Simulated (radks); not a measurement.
# Ti¹⁷⁺ in [He] 2s1 2p2: an all-electron calculation

The task here is to estimate one member of a computed series from the others.

Method: scalar-relativistic Kohn-Sham, SCAN, spin-polarised, spherical densities, finite nucleus; open shells are filled with parallel spins first. Code: radks (a radial shooting solver on a logarithmic mesh, Libxc functionals) version 1.

## The atom as given

```
element            : titanium (Z = 22)
charge             : +17
electrons          : 5
configuration      : [He] 2s1 2p2
nuclear rms radius : 3.5921 fm
```

The outer shells:

Ti¹⁷⁺
```
[He] core
2s [↑ ]
2p [↑ ][↑ ][  ]
```

The first run:

Input:

```text
Z 22
configuration [He] 2s1 2p2 3s0 3p0
relativity scalar-relativistic
functional scan,scan
spin polarised
nucleus finite rms 3.5921 fm
c 137.035999084
```

Among the steps run: Self-consistent calculation.

One table of the session follows, with a row left open; its other results are not shown here.

It belongs to the step «Shells». Radial moments (bohr):

| level | <r> | outermost maximum (interpolated) | 90 % within | nodes |
| --- | --- | --- | --- | --- |
| 1s up | 0.06925 | 0.0455 | 0.124 | 0 |
| 1s down | 0.06906 | 0.0455 | 0.123 | 0 |
| 2s up | 0.2940 | 0.253 | 0.449 | 1 |
| 2p up | ? | ? | ? | ? |
| 3s up | 0.7029 | 0.669 | 1.02 | 2 |
| 3p up | 0.6716 | 0.631 | 0.994 | 1 |

Q: Estimate the row for 2p up from the others.

**Answer.** <r>: 0.2544; outermost maximum (interpolated): 0.202; 90 % within: 0.409; nodes: 0. In the column «<r>» it lies between 1s up (0.06925) and 2s up (0.2940).
